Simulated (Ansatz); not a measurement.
# Ba2C: a single-point run

Aim: a sound single-point run of Ba2C. The structure is shown as the input types it. The cell is built on a prototype (antifluorite) and needn't be the phase found in nature.

Program: Ansatz 0.2.0. Level of theory: density functional or hybrid calculation with the settings of its input, plane waves (as first typed). These are calculated values, not measurements.

9 further runs of the same task are left out: 2 for a known fault of the program, 7 that didn't finish.

**1. The structure to begin with**

It takes space group Fm-3m (No. 225, cubic). Conventional cell: a = 7.013 Å, b = 7.013 Å, c = 7.013 Å, α = 90.00°, β = 90.00°, γ = 90.00°. C (site symmetry m-3m) is surrounded by 8 Ba at 3.04 Å. Around Ba (site symmetry -43m) lie 4 C at 3.04 Å.

The input asks for a charge of -0.05 e on the cell.

Coordinates:

```
CELL_PARAMETERS angstrom
0.00000 3.50665 3.50665
3.50665 0.00000 3.50665
3.50665 3.50665 0.00000
ATOMIC_POSITIONS crystal
C 0.00000 0.00000 0.00000
Ba 0.25000 0.25000 0.25000
Ba 0.75000 0.75000 0.75000
```

**2. The calculation**

Contents of input.yaml:

```yaml
crystal:
  lattice:
    - [0.0, 3.5066490074, 3.5066490074]
    - [3.5066490074, 0.0, 3.5066490074]
    - [3.5066490074, 3.5066490074, 0.0]
  atoms:
    - { symbol: C, position: [0.0, 0.0, 0.0] }
    - { symbol: Ba, position: [0.25, 0.25, 0.25] }
    - { symbol: Ba, position: [0.75, 0.75, 0.75] }
kpoints:
  mp_grid: { grid: [4, 4, 4] }
hamiltonian:
  xc: hse06
scf:
  occupations: { method: fermi_dirac, width: 0.02 }
  n_extra_bands: 4
  max_iter: 51
output:
  forces: true
  stress: true
  eigenvalues: true
total_charge: -0.05
```

Launch:

```console
ansatz run input.yaml --threads 4 --pin off --max-ram 3686MiB --backend cpu --events-out ev --progress --plain --runs-dir out
```

**Question.** How will this run end, and is anything wrong with its input?

The program finished normally, with warnings (filled band counts differ across k points, stress exchange threshold loose, stress scf threshold loose). Its log warns: «output.stress: scf.convergence.dr2_threshold = 1e-7 eV (the SCF's general default) is looser than the 3e-10 eV advised for a printed stress (1e-10 eV for each atom of the ...»

In the input, total_charge is -0.05. The net charge is not the one intended, so the run treats another number of electrons.

To check: delete total_charge (the default then holds).
